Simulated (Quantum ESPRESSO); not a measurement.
## Mg3TiO4 under changes of volume

One of the cells (10.033 Å³/atom); the others are scaled copies at fixed shape and fractional positions:

```
Ti Mg O
1.0
     4.31366    0.00000    0.00000
     0.00000    4.31366    0.00000
     0.00000    0.00000    4.31366
Ti Mg O
1 3 4
Direct
  0.00000 0.00000 0.00000
  0.50000 0.50000 0.00000
  0.50000 0.00000 0.50000
  0.00000 0.50000 0.50000
  0.00000 0.50000 0.00000
  0.00000 0.00000 0.50000
  0.50000 0.50000 0.50000
  0.50000 0.00000 0.00000
```

The cell comes from a database or a generator and needn't be the stable form of this composition.

| Item | Value |
| --- | --- |
| Program | Quantum ESPRESSO 7.5 |
| Functional | LDA |
| Potentials or basis | GBRV 1.5 LDA |
| Cutoff | 612 eV |
| Density cutoff | 4898 eV |
| k mesh | 6 × 6 × 6 |
| Occupations | fermi-dirac, width 0.05 eV |
| Spin | no spin polarisation |

| volume (Å³/atom) | energy over the lowest point (meV/atom) | pressure (GPa) |
| --- | --- | --- |
| 9.431 | 0.00 | -4.7 |
| 9.632 | 7.58 | -7.9 |
| 9.833 | 19.07 | -10.8 |
| 10.033 | ? | ? |
| 10.234 | 52.30 | -15.7 |
| 10.435 | 72.97 | -17.6 |
| 10.635 | 95.85 | -19.4 |

**Question.** What does the run at 10.033 Å³/atom give?

**Answer.** Energy over the lowest point 34.16 meV/atom; pressure -13.5 GPa.

Worked out: A Birch-Murnaghan fit of order 3 (a polynomial in V^(-2/3)) to the other rows has its minimum at 9.22 Å³/atom, just outside them, with B0 = V·E''(V) = 199 GPa and B' = 5.6. It gives 34.14 meV/atom at 10.033 Å³/atom, against the run's 34.16, and -dE/dV = -13.3 GPa, against -13.5.

Energies are extrapolated to zero smearing.
